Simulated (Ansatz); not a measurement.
This script makes an equation of state with a fit of Sc₃InC, space group Pm-3m with the Python package of Ansatz (0.2.0).

Script `run_eos.py`:
```python
"""Equation of state of Sc3InC."""

import ansatz as az
import numpy as np
from pymatgen.analysis.eos import EOS

vectors0 = np.array([
    [4.55062, 0.0, 0.0],
    [0.0, 4.55062, 0.0],
    [0.0, 0.0, 4.55062],
])
sites = [
    ("Sc", (0.5, 0.0, 0.5)),
    ("Sc", (0.0, 0.5, 0.5)),
    ("Sc", (0.5, 0.5, 0.0)),
    ("In", (0.0, 0.0, 0.0)),
    ("C", (0.5, 0.5, 0.5)),
]


def on_lattice(cell):
    crystal = az.Crystal(lattice=az.Lattice.of(cell))
    for symbol, position in sites:
        crystal = crystal.atom(symbol, position)
    return crystal

# scale the volume, keep shape and fractions
volumes, energies = [], []
for scale in np.linspace(0.92, 1.08, 7):
    cell = vectors0 * scale ** (1 / 3)
    calc = (
        on_lattice(cell).calculation()
        .functional(az.Functional.PBESOL)
        .scf(tolerance=1e-06)
        .occupations(az.OccupationsMethod.FERMI_DIRAC, width=0.3)
        .mixing("broyden", beta=0.1)
        .eigensolver("auto", full_accuracy=True)
        .basis(500)
        .kpoints(5, 5, 5)
    )
    rep = calc.run().report
    volumes.append(abs(np.linalg.det(cell)) / len(sites))
    energies.append(rep["free_energy_ev"] / len(sites))
    print(f"V = {volumes[-1]:8.4f} A^3/atom  F = {energies[-1]:.5f} eV/atom")

for form in ["pourier_tarantola", "birch_murnaghan"]:
    fit = EOS(eos_name=form).fit(volumes, energies)
    print(f"{form:18s} V0 {fit.v0:8.4f} A^3/atom  B0 {fit.b0_GPa:7.1f} GPa  B1 {fit.b1:5.2f}")
```

Estimate the equilibrium volume and the bulk modulus.

A third-order Birch-Murnaghan fit through the 7 points has its minimum at 18.34 Å³ an atom, 2.7 % below the typed cell, with a bulk modulus of 102 GPa and dB/dP = 4.1. From that minimum the energy rises by 19.2 meV an atom on the compressed side and 58.5 meV on the expanded side.

The output:

```console
$ python run_eos.py
V =  17.3392 A^3/atom  F = -2422.00884 eV/atom
V =  17.8418 A^3/atom  F = -2422.02348 eV/atom
V =  18.3444 A^3/atom  F = -2422.02805 eV/atom
V =  18.8470 A^3/atom  F = -2422.02388 eV/atom
V =  19.3496 A^3/atom  F = -2422.01210 eV/atom
V =  19.8521 A^3/atom  F = -2421.99370 eV/atom
V =  20.3547 A^3/atom  F = -2421.96957 eV/atom
pourier_tarantola  V0  18.3447 A^3/atom  B0   101.7 GPa  B1  4.04
birch_murnaghan    V0  18.3440 A^3/atom  B0   101.6 GPa  B1  4.12
```

Reading the output:
- The settings weren't tested for convergence.
- For a metal this k-point mesh is coarse: on a finer one energies can move by several to tens of meV an atom and pressures by half a GPa or more, differences at one mesh by less.
- The smearing is wide enough that free energy and stress hold a thermal part of the electrons.
- This cell is a computed structure, which may not be the phase found in nature.

(Lines on the test bed's own set-up are left out of the output.)
